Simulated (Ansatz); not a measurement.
**CH₆FNSi: a ladder of functionals and wavefunction methods**

An exercise on one series of results from a longer session: the logs are not shown, and one member is left open.

Program: Ansatz 0.2.0, Gaussian basis. Level of theory: functionals in def2-TZVPP, the program's frozen cores in correlated methods. These are calculated values, not measurements.

Plan: LDA (SPW92), PBE-D4, revPBE-D4, BLYP-D4, r2SCAN-D4, B97M-V, PBE0-D4, B3LYP-D4, r2SCANh-D4, r2SCAN0-D4, HSE06-D4, BHLYP-D4, CAM-B3LYP-D4, LC-ωPBE, ωB97X-V, ωB97M-V, B2PLYP, PBE-QIDH; CCSD(T)/def2-SVP; CCSD(T)/def2-TZVPP; MP2/def2-QZVPP; extrapolation to the limit; RPA on PBE.

### Structure used throughout

All runs share one geometry, relaxed beforehand with PBE0-D4 in a triple-zeta def2 set.

10 atoms, charge 0, spin multiplicity 1.

Atoms are counted from 1 here; the program's logs count them from 0.

Bond lengths: N1–C2 1.462 Å, N1–H5 1.011 Å, N1–H6 1.011 Å, C2–Si3 1.870 Å, C2–H7 1.094 Å, C2–H8 1.100 Å, Si3–F4 1.606 Å, Si3–H9 1.487 Å, Si3–H10 1.482 Å. Angles: C2–N1–H5 111.1°, C2–N1–H6 111.9°, H5–N1–H6 107.4°, N1–C2–Si3 105.0°, N1–C2–H7 108.8°, N1–C2–H8 115.6°, Si3–C2–H7 107.8°, Si3–C2–H8 112.8°, H7–C2–H8 106.6°, C2–Si3–F4 110.6°, C2–Si3–H9 109.6°, C2–Si3–H10 110.9°, F4–Si3–H9 107.6°, F4–Si3–H10 107.8°, H9–Si3–H10 110.3°.

Set-up of the first run:

Contents of in.yaml:

```yaml
crystal:
  periodic: [false, false, false]
  atoms:
    - {symbol: N, position_ang: [-0.256215, 1.358049, 0.465141]}
    - {symbol: C, position_ang: [-0.575188, -0.068567, 0.438906]}
    - {symbol: Si, position_ang: [0.792848, -0.851215, -0.568122]}
    - {symbol: F, position_ang: [0.447281, -2.384396, -0.897088]}
    - {symbol: H, position_ang: [-0.447137, 1.789721, -0.429413]}
    - {symbol: H, position_ang: [-0.797060, 1.852598, 1.161949]}
    - {symbol: H, position_ang: [-0.509906, -0.463781, 1.457193]}
    - {symbol: H, position_ang: [-1.577442, -0.323642, 0.065644]}
    - {symbol: H, position_ang: [0.929882, -0.134266, -1.863116]}
    - {symbol: H, position_ang: [2.076039, -0.825599, 0.171905]}
basis:
  gaussian: {orbitals: def2-TZVPP}
hamiltonian: {xc: lda}
output: {orbitals: {seedname: orbitals}}
```

The run is started by

```bash
$ ansatz run in.yaml --threads 2 --pin off --events-out ev --progress --plain --max-ram 4352MiB
```

Steps of the session up to this table: LDA; PBE-D4 (GGA); revPBE-D4 (GGA); BLYP-D4 (GGA); r2SCAN-D4 (meta-GGA); B97M-V (meta-GGA); B3LYP-D4 (hybrid); r2SCANh-D4 (hybrid); r2SCAN0-D4 (hybrid); HSE06-D4 (hybrid); BHLYP-D4 (hybrid); CAM-B3LYP-D4 (range-separated); LC-ωPBE (range-separated); ωB97X-V (range-separated); ωB97M-V (range-separated); B2PLYP (double hybrid); PBE-QIDH (double hybrid).

One of the session's tables, all rows but one given; the rest of the session is left out.

It belongs to the step «Orbital energies across the functionals». 

| functional | HOMO (eV) | LUMO (eV) | gap (eV) |
| --- | --- | --- | --- |
| LDA (SPW92) | -5.82 | -0.81 | 5.01 |
| PBE-D4 | -5.70 | -0.57 | 5.13 |
| revPBE-D4 | -5.65 | -0.46 | 5.19 |
| BLYP-D4 | -5.60 | -0.49 | 5.11 |
| r2SCAN-D4 | -5.99 | -0.06 | 5.93 |
| B97M-V | -6.18 | -0.38 | 5.80 |
| PBE0-D4 | -7.17 | 0.31 | 7.48 |
| B3LYP-D4 | -6.94 | 0.03 | 6.97 |
| r2SCANh-D4 | -6.54 | 0.23 | 6.77 |
| r2SCAN0-D4 | -7.37 | 0.64 | 8.01 |
| HSE06-D4 | -6.76 | -0.06 | 6.70 |
| BHLYP-D4 | -8.57 | 1.08 | 9.66 |
| CAM-B3LYP-D4 | -8.62 | 1.21 | 9.83 |
| LC-ωPBE | ? | ? | ? |
| ωB97X-V | -9.65 | 2.31 | 11.95 |
| ωB97M-V | -9.55 | 1.92 | 11.47 |

**Question.** Estimate the row for LC-ωPBE.

**Answer.** HOMO (eV): -10.00; LUMO (eV): 2.49; gap (eV): 12.48. In the column «HOMO (eV)» it is the lowest.
